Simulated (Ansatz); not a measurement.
# CH5ClOSn: the cost of one run

Program: Ansatz 0.2.0. Level of theory: RKS PBE/def2-SVP. These are calculated values, not measurements.

## 1. The structure to begin with

Bond lengths: Sn1–C2 2.150 Å, C2–H3 1.110 Å, C2–H4 1.110 Å, C2–H5 1.110 Å, Sn1–H6 1.740 Å, Sn1–Cl7 2.408 Å, Sn1–O8 1.959 Å, O8–H9 1.010 Å. Angles: Sn1–C2–H3 109.5°, Sn1–C2–H4 109.5°, Sn1–C2–H5 109.5°, H3–C2–H4 109.4°, H3–C2–H5 109.4°, H4–C2–H5 109.4°, C2–Sn1–H6 109.4°, C2–Sn1–Cl7 109.5°, C2–Sn1–O8 109.5°, H6–Sn1–Cl7 109.5°, H6–Sn1–O8 109.5°, Cl7–Sn1–O8 109.5°, Sn1–O8–H9 109.5°.

Coordinates:

```xyz
9

Sn    0.0000    0.0000    0.0000
C     0.0000    0.0000    2.1500
H    -0.9996   -0.3092    2.5205
H     0.7676   -0.7111    2.5205
H     0.2320    1.0203    2.5205
H     1.6408    0.0000   -0.5794
Cl   -1.1351    1.9666   -0.8025
O    -0.9232   -1.5994   -0.6527
H    -1.3778   -2.0650    0.1197
```

## 2. Preparing the start

Input file input.yaml:

```yaml
crystal:
  periodic: [false, false, false]
  atoms:
    - { symbol: Sn, position_ang: [0.0, 0.0, 0.0] }
    - { symbol: C, position_ang: [0.0, 0.0, 2.15] }
    - { symbol: H, position_ang: [-0.9996, -0.3092, 2.5205] }
    - { symbol: H, position_ang: [0.7676, -0.7111, 2.5205] }
    - { symbol: H, position_ang: [0.232, 1.0203, 2.5205] }
    - { symbol: H, position_ang: [1.6408, 0.0, -0.5794] }
    - { symbol: Cl, position_ang: [-1.1351, 1.9666, -0.8025] }
    - { symbol: O, position_ang: [-0.9232, -1.5994, -0.6527] }
    - { symbol: H, position_ang: [-1.3778, -2.065, 0.1197] }
basis:
  gaussian: { orbitals: def2-SVP }
hamiltonian:
  xc: pbe
relax:
  f_tol: 0.02
  max_steps: 40
```

On the command line:

```console
$ ansatz run input.yaml --threads 2 --pin off --max-ram 3072MiB --backend cpu --events-out ev --progress --plain --runs-dir out
```

**Question.** How long does this run take on 2 threads of Arm Neoverse V1, shared host, and how much memory does it need?

About 29 s, with a peak of 0.15 GiB.
